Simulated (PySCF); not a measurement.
# TcO₂⁺: triplet, from a side-on start

Where does triplet TcO₂⁺ go from a side-on start, is the end point a minimum, and what are its modes, charges and moments?

Method: PBE0, basis Tc def2-TZVP with ECP28, O def2-TZVP, scalar-relativistic core potentials, no spin–orbit coupling, density fitting; program: PySCF 2.14.0.

**1. The system as given**

3 atoms, charge 1, spin multiplicity 3.

Bond lengths: Tc1–O2 1.948 Å, Tc1–O3 1.948 Å, O2–O3 1.400 Å. Angles: O2–Tc1–O3 42.1°, Tc1–O2–O3 68.9°, Tc1–O3–O2 68.9°.

```xyz
3
charge 1 multiplicity 3
Tc    0.0000    0.0000    0.0000
O     0.7000    0.0000    1.8181
O    -0.7000    0.0000    1.8181
```

**2. First SCF at the start**

One driver script runs all steps and calls PySCF; scf.py shows how it sets up the SCF of each step. The optimiser is the driver's own. After this first run the driver tries any further starts and a stability analysis.

File scf.py:

```python
from pyscf import gto, scf, dft
mol = gto.M(atom='''
Tc     0.000000     0.000000     0.000000
O      0.700000     0.000000     1.818099
O     -0.700000     0.000000     1.818099''',
    basis={'Tc': 'def2-TZVP', 'O': 'def2-TZVP'},
    ecp={'Tc': 'def2-TZVP'},
    charge=1, spin=2)
mf = dft.UKS(mol, xc='PBE0')
mf.grids.atom_grid = (50, 194)
aux = {'Tc': 'def2-universal-JKFIT', 'O': 'def2-universal-JKFIT'}
mf = mf.density_fit(auxbasis=aux)
mf.conv_tol = 1e-08
mf.diis_space = 10
mf.max_cycle = 60
mf.init_guess = 'minao'
mf.verbose = 4
mf.kernel()
```

The run is started by

```console
$ OMP_NUM_THREADS=2 python axn.py task.json out
```

After this run come: Relaxation: side-on start, triplet; Frequencies.

Q: Predict the outcome of this session. Wanted: minimum; geometry; wavenumbers; dipole moment; highest occupied, lowest empty level; polar-tensor charge of Tc1; zero-point energy; ⟨S²⟩.

The runs gave:

```
                                          quantity                                                            value
                                           minimum                                    broken-symmetry (Ms = 1), C2v
                                          geometry  O–O 1.272 Å, Tc–O 1.961 Å (×2); O–O–Tc 71.1° (×2), O–Tc–O 37.8°
                                wavenumbers (cm⁻¹)                                    326 (b2), 443 (a1), 1324 (a1)
                    dipole moment (centre of mass)                                                           3.34 D
highest occupied, lowest empty level (either spin)                                                 -12.45, -9.89 eV
                        polar-tensor charge of Tc1                                                          +1.03 e
                                 zero-point energy                                                      12.5 kJ/mol
                               entropy at 298.15 K                                                  278.4 J/(mol K)
                                              ⟨S²⟩                                                            2.904
```

In words: The side-on start keeps its C2v symmetry and ends in a minimum. The determinant is spin-contaminated (⟨S²⟩ = 2.90 against 2.00), so it is no pure spin state. The strongest infrared band lies at 1324 cm⁻¹ (a1). The first SCF alone would have been 80 kJ/mol too high. Only this shape and spin were tried, so other structures or states may lie lower. One determinant may miss the lowest occupation of an open d or f shell.
